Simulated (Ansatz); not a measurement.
# ClGeH₅Si: ionisation energy by level of theory

The task here is to estimate one member of a computed series from the others.

The runs use Ansatz 0.2.0, Gaussian basis; unrestricted cation, the program's frozen cores in correlated methods.

The runs, in order: UKS PBE-D4/def2-TZVPP; UKS r2SCAN-D4/def2-TZVPP; UKS PBE0-D4/def2-TZVPP; UKS B3LYP-D4/def2-TZVPP; UKS wB97X-V/def2-TZVPP; UKS wB97M-V/def2-TZVPP; UKS B2PLYP/def2-TZVPP; UHF-CCSD(T)/def2-TZVPP; UHF-MP2/def2-QZVPP; extrapolation to the limit; then −ε(HOMO) from the neutral's earlier runs with LDA (SPW92), PBE-D4, revPBE-D4, BLYP-D4, r2SCAN-D4, B97M-V, PBE0-D4, B3LYP-D4, r2SCANh-D4, r2SCAN0-D4, HSE06-D4, BHLYP-D4, CAM-B3LYP-D4, LC-ωPBE, ωB97X-V, ωB97M-V.

## The geometry

The geometry comes from an earlier relaxation with PBE0-D4 in a triple-zeta def2 set; it is a stationary point, not always the lowest conformer.

8 atoms, charge 0, spin multiplicity 1.

Atoms are counted from 1 here; the program's logs count them from 0.

Bond lengths: Cl1–Si2 2.062 Å, Si2–Ge3 2.377 Å, Si2–H4 1.484 Å, Si2–H5 1.484 Å, Ge3–H6 1.536 Å, Ge3–H7 1.538 Å, Ge3–H8 1.536 Å. Angles: Cl1–Si2–Ge3 109.1°, Cl1–Si2–H4 107.8°, Cl1–Si2–H5 107.8°, Ge3–Si2–H4 111.5°, Ge3–Si2–H5 111.5°, H4–Si2–H5 109.1°, Si2–Ge3–H6 110.0°, Si2–Ge3–H7 109.9°, Si2–Ge3–H8 110.0°, H6–Ge3–H7 108.9°, H6–Ge3–H8 109.1°, H7–Ge3–H8 108.9°.

The first run:

The input, in.yaml:

```yaml
crystal:
  periodic: [false, false, false]
  atoms:
    - {symbol: Cl, position_ang: [-2.290325, 1.217200, -0.310567]}
    - {symbol: Si, position_ang: [-0.414064, 0.602619, -0.906888]}
    - {symbol: Ge, position_ang: [0.581487, -0.662164, 0.842713]}
    - {symbol: H, position_ang: [-0.573600, -0.206376, -2.140799]}
    - {symbol: H, position_ang: [0.380664, 1.815659, -1.222162]}
    - {symbol: H, position_ang: [0.711229, 0.201704, 2.106079]}
    - {symbol: H, position_ang: [1.981537, -1.135480, 0.415633]}
    - {symbol: H, position_ang: [-0.284628, -1.890263, 1.160192]}
basis:
  gaussian: {orbitals: def2-TZVPP}
total_charge: 1
magnetization: {spin_polarized: true, initial_magnetization: 1}
hamiltonian: {xc: pbe, dispersion: d4}
```

On the command line:

```console
> ansatz run in.yaml --threads 2 --pin off --events-out ev --progress --plain --max-ram 31744MiB --backend cpu
```

Steps of the session up to this table: Cation, UKS PBE-D4/def2-TZVPP; Cation, UKS r2SCAN-D4/def2-TZVPP; Cation, UKS PBE0-D4/def2-TZVPP; Cation, UKS B3LYP-D4/def2-TZVPP; Cation, UKS wB97X-V/def2-TZVPP; Cation, UKS wB97M-V/def2-TZVPP; Cation, UKS B2PLYP (frozen core)/def2-TZVPP; Cation, UHF-CCSD(T)/def2-TZVPP; Cation, UHF-MP2/def2-QZVPP.

One table of the session follows, with a row left open; its other results are not shown here.

Orbital estimates, from the neutral's runs:

| functional | −ε(HOMO) (eV) |
| --- | --- |
| LDA (SPW92) | ? |
| PBE-D4 | 6.99 |
| revPBE-D4 | 6.95 |
| BLYP-D4 | 6.85 |
| r2SCAN-D4 | 7.28 |
| B97M-V | 7.40 |
| PBE0-D4 | 8.15 |
| B3LYP-D4 | 7.94 |
| r2SCANh-D4 | 7.70 |
| r2SCAN0-D4 | 8.33 |
| HSE06-D4 | 7.76 |
| BHLYP-D4 | 9.20 |
| CAM-B3LYP-D4 | 9.42 |
| LC-ωPBE | 10.73 |
| ωB97X-V | 10.40 |
| ωB97M-V | 10.19 |

**Question.** Estimate the row for LDA (SPW92).

As computed: −ε(HOMO) (eV): 7.08. In the column «−ε(HOMO) (eV)» it lies between PBE-D4 (6.99) and r2SCAN-D4 (7.28).
